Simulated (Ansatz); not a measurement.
Geometry optimisation, Ansatz 0.2.0, DFT PBEsol, scalar-relativistic, plane waves, PAW.

The input (input.yaml):

```yaml
accuracy: low
crystal:
  lattice:
    - [0.0, 5.43, 5.43]
    - [5.43, 0.0, 5.43]
    - [5.43, 5.43, 0.0]
  atoms:
    - { symbol: Si, position: [0.0, 0.0, 0.0] }
    - { symbol: Si, position: [0.125, 0.125, 0.125] }
    - { symbol: Si, position: [0.0, 0.0, 0.5] }
    - { symbol: Si, position: [0.125, 0.125, 0.625] }
    - { symbol: Si, position: [0.0, 0.5, 0.0] }
    - { symbol: Si, position: [0.125, 0.625, 0.125] }
    - { symbol: Si, position: [0.0, 0.5, 0.5] }
    - { symbol: Si, position: [0.125, 0.625, 0.625] }
    - { symbol: Si, position: [0.5, 0.0, 0.0] }
    - { symbol: Si, position: [0.625, 0.125, 0.125] }
    - { symbol: Si, position: [0.5, 0.0, 0.5] }
    - { symbol: Si, position: [0.625, 0.125, 0.625] }
    - { symbol: Si, position: [0.5, 0.5, 0.0] }
    - { symbol: Si, position: [0.625, 0.625, 0.125] }
    - { symbol: Si, position: [0.5, 0.5, 0.5] }
    - { symbol: Si, position: [0.625, 0.625, 0.625] }
    - { symbol: Ti, position: [0.5660096, 0.8135203, 0.8186729] }
basis:
  ecutwfc: 420.0
kpoints:
  mp_grid: { grid: [2, 2, 2] }
hamiltonian:
  xc: pbesol
  pseudopotentials: { kind: paw, azcp: { folder: soft_1 } }
scf:
  occupations: { method: fermi_dirac, width: 0.02 }
  lower_state_search: "off"
relax:
  f_tol: 0.08
  max_steps: 25
  adjacent_minimum: "off"
```

Command:

```bash
$ ansatz run input.yaml --threads 1 --pin off --max-ram 3072MiB --backend cpu --events-out ev --progress --plain --runs-dir out
```

**Question.** Where does it end, and by what steps?

**Answer.** The forces met the threshold. Limits of this set-up: coarse k mesh, PAW files made for another functional, a small cell, in which the defect meets its images, low accuracy level. After 11 steps the energy has fallen by 3.272 eV; Ti17 moved furthest, 1.09 Å. Joined: Si7–Ti17 (3.55 → 2.75 Å).

| step | energy less start (eV) | largest force component (eV/Å) | accepted |
| --- | --- | --- | --- |
| 0 | 0.0000 | 3.641 | yes |
| 1 | -1.2235 | 1.338 | yes |
| 2 | -1.4853 | 0.220 | yes |
| 3 | -1.5260 | 0.304 | yes |
| 4 | -1.6329 | 0.644 | yes |
| 5 | -1.9648 | 1.031 | yes |
| 6 | -2.3729 | 1.059 | yes |
| 7 | -2.7752 | 0.790 | yes |
| 8 | -3.1224 | 0.313 | yes |
| 9 | -3.2624 | 0.113 | yes |
| 10 | -3.2687 | 0.128 | yes |
| 11 | -3.2722 | 0.006 | yes |

```xyz
17
Lattice="0.0000 5.4300 5.4300 5.4300 0.0000 5.4300 5.4300 5.4300 0.0000" Properties=species:S:1:pos:R:3
Si 0.041 -0.036 -0.037
Si 1.382 1.304 1.303
Si 2.757 2.677 -0.006
Si 4.131 4.051 1.302
Si 2.757 -0.004 2.676
Si 4.131 1.304 4.050
Si 5.440 2.677 2.675
Si 6.786 4.077 4.076
Si 0.075 2.680 2.678
Si 1.382 4.054 4.052
Si 2.758 5.360 2.677
Si 4.158 6.707 4.078
Si 2.758 2.679 5.358
Si 4.158 4.080 6.706
Si 5.474 5.393 5.391
Si 6.788 6.707 6.705
Ti 8.188 8.108 8.106
```

Whether the end is a true minimum wasn't checked by a vibrational analysis.

Time of the run: 79 s on 1 thread of Arm Neoverse V2 (shared host), peak memory 0.55 GiB.
